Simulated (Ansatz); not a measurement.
Working through a rigid scan of one bond length of GaH6N, SMILES [NH3+][GaH3-]

Program: Ansatz's Python interface.

The cells in order, each with its output:

In [1]:
```python
import ansatz
import numpy as np
```

In [2]:
```python
molecule = (
    ansatz.Crystal.molecule()
    .atom('N', [-0.2833, -0.1914, -0.9518])
    .atom('Ga', [0.27, 0.1127, 0.8291])
    .atom('H', [-0.367, 0.7664, -1.4877])
    .atom('H', [-1.2262, -0.5263, -0.9612])
    .atom('H', [0.3042, -0.8201, -1.4759])
    .atom('H', [-0.7109, 1.16, 1.5806])
    .atom('H', [1.7937, 0.7198, 0.8118])
    .atom('H', [0.3118, -1.2782, 1.5994])
)

symbols = [site.symbol for site in molecule.cartesian_sites]
start = np.array([site.position_ang for site in molecule.cartesian_sites])
axis = (start[3] - start[0]) / np.linalg.norm(start[3] - start[0])
moving = [3]
lengths, energies = [0.881, 0.921, 0.961, 1.001, 1.041, 1.081, 1.121, 1.181], []
for length in lengths:
    xyz = start.copy()
    xyz[moving] += (length - np.linalg.norm(start[3] - start[0])) * axis
    point = ansatz.Crystal.molecule()
    for symbol, place in zip(symbols, xyz):
        point = point.atom(symbol, place.tolist())
    setup = (
        point.calculation()
        .basis(gaussian='def2-SVP')
        .functional('r2SCAN', dispersion='d4')
    )
    data = setup.run().report
    energies.append(data['free_energy_ev'])
    print(f'r = {length:6.3f} A  E = {energies[-1]:.5f} eV  <S^2> = {abs(data["mean_field"]["state"]["spin_squared"]):.3f}')
```
```text
r =  0.881 A  E = -53955.64198 eV  <S^2> = 0.000
r =  0.921 A  E = -53955.96343 eV  <S^2> = 0.000
r =  0.961 A  E = -53956.15320 eV  <S^2> = 0.000
r =  1.001 A  E = -53956.24001 eV  <S^2> = 0.000
r =  1.041 A  E = -53956.24665 eV  <S^2> = 0.000
r =  1.081 A  E = -53956.19123 eV  <S^2> = 0.000
r =  1.121 A  E = -53956.08815 eV  <S^2> = 0.000
r =  1.181 A  E = -53955.86865 eV  <S^2> = 0.000
```

In [3]:
```python
fit = np.polynomial.Polynomial.fit(lengths, np.array(energies) - min(energies), 4).convert()
roots = [r.real for r in fit.deriv().roots() if abs(r.imag) < 1e-9 and fit.deriv(2)(r.real) > 0]
r_e = min(roots, key=lambda r: abs(r - lengths[int(np.argmin(energies))]))
print(f'minimum of the fit at {r_e:.4f} A, force constant {fit.deriv(2)(r_e):.2f} eV/A^2')
```
```text
minimum of the fit at 1.0241 A, force constant 43.02 eV/A^2
```

Caveats:
- Total energies depend on the basis set; only differences at equal settings carry meaning.
- The rest of the molecule is held rigid at a force-field or estimated start geometry, and the basis set is modest; single-reference methods fail as a bond breaks.
- The orbitals are restricted, so S² is zero by construction.
- Wall time of the script: 27 s on 1 thread of Arm Neoverse V1, on a shared host, peak memory 0.18 GiB.
